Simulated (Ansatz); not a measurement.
# U-revPBE/def2-SVPD (core potential) run of C2H6In (SMILES C[In]C)

Aim: the electronic atomisation energy of C2H6In at U-revPBE/def2-SVPD (core potential), from 4 runs. 

Program for the calculation: Ansatz 0.2.0.

33 further runs of the same task are left out: 33 set aside as unsound or not needed.

### 1 The structure to begin with

C2H6In has 9 atoms, charge 0, and is taken as a doublet. As SMILES, `C[In]C`. Geometry: relaxed at PBE0-D4/def2-TZVP.

Bond lengths: C1–In2 2.198 Å, In2–C3 2.198 Å, C1–H4 1.093 Å, C1–H5 1.089 Å, C1–H6 1.093 Å, C3–H7 1.093 Å, C3–H8 1.089 Å, C3–H9 1.093 Å. Some angles: C1–In2–C3 117.7°, In2–C1–H4 108.5°, In2–C1–H5 112.1°, In2–C1–H6 108.5°, In2–C3–H7 108.5°, In2–C3–H8 112.1°, In2–C3–H9 108.5°, H4–C1–H5 109.5°, H4–C1–H6 108.7°, H5–C1–H6 109.5°.

### 2 The energy at U-revPBE/def2-SVPD (core potential)

Input file run.yaml:

```yaml
crystal:
  periodic: [false, false, false]
  atoms:
    - {symbol: C, position_ang: [0.456290, 1.815870, 0.183390]}
    - {symbol: In, position_ang: [0.277560, 0.050300, -1.113490]}
    - {symbol: C, position_ang: [-0.450470, -1.814830, -0.206650]}
    - {symbol: H, position_ang: [-0.527030, 2.036110, 0.607180]}
    - {symbol: H, position_ang: [0.821920, 2.686500, -0.358540]}
    - {symbol: H, position_ang: [1.143860, 1.578810, 0.999510]}
    - {symbol: H, position_ang: [-1.445190, -1.633350, 0.208840]}
    - {symbol: H, position_ang: [-0.500920, -2.628420, -0.928380]}
    - {symbol: H, position_ang: [0.223960, -2.091000, 0.608130]}
basis:
  gaussian:
    orbitals: def2-SVPD
magnetization:
  spin_polarized: true
  initial_magnetization: 1
hamiltonian:
  xc: {name: revPBE}
accuracy: high
output: {orbitals: {seedname: orbitals}}
```

On the command line:

```sh
ansatz run run.yaml --threads 1 --pin off --max-ram 3480MiB --events-out events.jsonl --progress --plain --runs-dir runs
```

What it wrote:

```text
Warning: RAYON_NUM_THREADS=1 ignored (pool sized by the plan → 1); use --threads N
Functional definition: revPBE
  name "revPBE"
  parameter kappa = 1.245
  parameter beta = 0.06672455060314922
  exchange = pbe_x(kappa = kappa, mu = beta*pi^2/3)
  correlation = pbe_c(beta = beta)
2623 factors; integrals over basis functions are off by at most 2.6e-9 eV
mean field evaluation 1: about -7327.2113 eV, gradient 5.6e1 eV
mean field evaluation 2: about -7275.5698 eV, gradient 8.9e1 eV
mean field evaluation 4: about -7343.7379 eV, gradient 4.0e0 eV
mean field evaluation 8: about -7343.8775 eV, gradient 5.4e-2 eV
mean field evaluation 16: about -7343.8775 eV, gradient 7.8e-6 eV
mean field -7343.87748100 eV, -269.8825195679 hartree, gradient 2.4e-8 eV, S^2 0.751716; 0 other end points of the search recorded, 0 dependent functions left out
reference -7343.87748805 eV, -269.8825198270 hartree; 20, 19 occupied and 100, 101 virtual orbitals, 2623 factors
Total energy: -7343.87748805 eV, -269.8825198270 hartree
```

It took 19 s on 1 thread of Arm Neoverse V1, shared host; peak memory 0.45 GiB.

### 3 The C atom

Input file in.yaml:

```yaml
crystal:
  periodic: [false, false, false]
  atoms:
    - symbol: C
      position_ang: [0.000000, 0.000000, 0.000000]
basis:
  gaussian:
    orbitals: def2-SVPD
hamiltonian:
  xc: {name: revPBE}
magnetization:
  spin_polarized: true
  initial_magnetization: 2
accuracy: high
```

On the command line:

```sh
ansatz run in.yaml --threads 1 --pin off --max-ram 3480MiB --events-out events.jsonl --progress --plain --runs-dir runs
```

What it wrote, cut to the lines that bear on the results:

```text
Warning: RAYON_NUM_THREADS=1 ignored (pool sized by the plan → 1); use --threads N
[... 6 set-up lines as earlier in the session ...]
163 factors; integrals over basis functions are off by at most 3.2e-9 eV
mean field evaluation 1: about -1028.4881 eV, gradient 4.7e0 eV
mean field evaluation 2: about -1028.5953 eV, gradient 2.5e0 eV
mean field evaluation 4: about -1028.6435 eV, gradient 2.3e-3 eV
mean field evaluation 8: about -1028.6433 eV, gradient 9.4e-6 eV
mean field evaluation 16: about -1028.6433 eV, gradient 6.2e-5 eV
mean field -1028.64330755 eV, -37.8019443129 hartree, gradient 5.1e-8 eV, S^2 2.003159; 1 other end points of the search recorded, 0 dependent functions left out
reference -1028.64331054 eV, -37.8019444228 hartree; 4, 2 occupied and 16, 18 virtual orbitals, 163 factors
Total energy: -1028.64331054 eV, -37.8019444228 hartree
```

It took 0.42 s on 1 thread of Arm Neoverse V1, shared host.

### 4 The H atom at the same level

Input file run.yaml:

```yaml
crystal:
  periodic: [false, false, false]
  atoms:
    - {symbol: H, position_ang: [0.000000, 0.000000, 0.000000]}
basis:
  gaussian:
    orbitals: def2-SVPD
magnetization:
  spin_polarized: true
  initial_magnetization: 1
hamiltonian:
  xc: {name: revPBE}
accuracy: high
```

On the command line:

```sh
ansatz run run.yaml --threads 1 --pin off --max-ram 3480MiB --events-out events.jsonl --progress --plain --runs-dir runs
```

What it wrote, cut to the lines that bear on the results:

```text
Warning: RAYON_NUM_THREADS=1 ignored (pool sized by the plan → 1); use --threads N
[... 6 set-up lines as earlier in the session ...]
33 factors; integrals over basis functions are off by at most 2.1e-9 eV
mean field evaluation 1: about -13.6909 eV, gradient 3.7e-1 eV
mean field evaluation 2: about -13.6926 eV, gradient 4.2e-2 eV
mean field evaluation 4: about -13.6926 eV, gradient 8.0e-5 eV
mean field evaluation 8: about -13.6926 eV, gradient 7.8e-8 eV
mean field -13.69257262 eV, -0.5031927628 hartree, gradient 7.8e-8 eV, S^2 0.750000; 0 other end points of the search recorded, 0 dependent functions left out
reference -13.69257487 eV, -0.5031928452 hartree; 1, 0 occupied and 7, 8 virtual orbitals, 33 factors
Total energy: -13.69257487 eV, -0.5031928452 hartree
```

It took 0.1 s on 1 thread of Arm Neoverse V1, shared host.

### 5 The In atom, same level

Input file molecule.yaml:

```yaml
crystal:
  periodic: [false, false, false]
  atoms:
    - {symbol: In, position_ang: [0.000000, 0.000000, 0.000000]}
basis:
  gaussian: {orbitals: def2-SVPD}
total_charge: 0
magnetization: {spin_polarized: true, initial_magnetization: 1}
hamiltonian: {xc: {name: revPBE}}
accuracy: high
```

Run the same way, it converges to -190.16544 Eh (log not shown).

### 6 Summary of results

Level: U-revPBE/def2-SVPD (core potential).

| quantity | value |
| --- | --- |
| molecule: total energy | -269.88252 Eh |
| molecule: HOMO energy (highest over α and β) | -3.93 eV |
| molecule: LUMO energy (lowest over α and β) | -2.93 eV |
| molecule: ⟨S²⟩ | 0.752 |
| C atom: total energy | -37.80194 Eh |
| C atom: ⟨S²⟩ | 2.003 |
| H atom: total energy | -0.50319 Eh |
| H atom: ⟨S²⟩ | 0.750 |
| In atom: total energy | -190.16544 Eh |
| In atom: ⟨S²⟩ | 0.752 |
| electronic atomisation energy | 29.770 eV |

In words: Taking the molecule apart into free atoms costs 29.77 eV (687 kcal/mol), before zero-point energy and without spin-orbit coupling.
